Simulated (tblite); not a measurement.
# C6H12Si: the cost of one run

The runs use tblite 0.8.0 and PySCF 2.14.0, with density-fitted response routines of our own; the level of theory stands in each step. All values are computed, except where a source is named. Atoms are numbered from 0 throughout.

## Step 1: Starting geometry

19 atoms, charge 0, multiplicity 1; geometry from: force field or distance geometry start.

Bonds of the start (Å): C0–Si1 1.86, Si1–C2 1.86, C2–C3 1.34, C3–C4 1.48, C3–C5 1.51, C5–C6 1.50, C6–C2 1.48, C0–H7 1.13, C0–H8 1.09, C0–H9 1.12, Si1–H10 1.44, Si1–H11 1.46, C4–H12 1.13, C4–H13 1.08, C4–H14 1.12, C5–H15 1.12, C5–H16 1.11, C6–H17 1.11, C6–H18 1.10.

## Step 2: Geometry optimisation with GFN2-xTB

Job settings and geometry (Å):

```
{"job": {"kind": "relax", "xc": "GFN2-xTB", "basis": "xTB"}, "charge": 0, "multiplicity": 1}
C      3.008600    -0.124000    -0.060400
Si     1.462800     0.804300    -0.512100
C     -0.062400    -0.193800    -0.144400
C     -1.340400     0.214200    -0.112900
C     -2.138500     1.448600    -0.273600
C     -1.788500    -1.191400     0.223300
C     -0.353100    -1.608600     0.167800
H      3.185900    -0.024500     1.048100
H      3.034600    -1.163600    -0.393800
H      3.853500     0.455900    -0.509500
H      1.364400     1.210700    -1.893000
H      1.336700     1.996400     0.328200
H     -1.572800     2.229300     0.306900
H     -3.146400     1.319100     0.096000
H     -2.094900     1.791000    -1.341300
H     -2.292200    -1.263500     1.218300
H     -2.354800    -1.625800    -0.632600
H     -0.001600    -1.976700     1.154300
H     -0.110700    -2.288500    -0.661700
```

The run is started by

```sh
OMP_NUM_THREADS=1 python probes_run.py task.json out
```

One launch serves the whole session: the jobs run in the order shown.

Q: Estimate the wall time and peak memory of this first job on 1 thread of Arm Neoverse N1, shared host.

About 1.3 s, with a peak of 0.18 GiB.
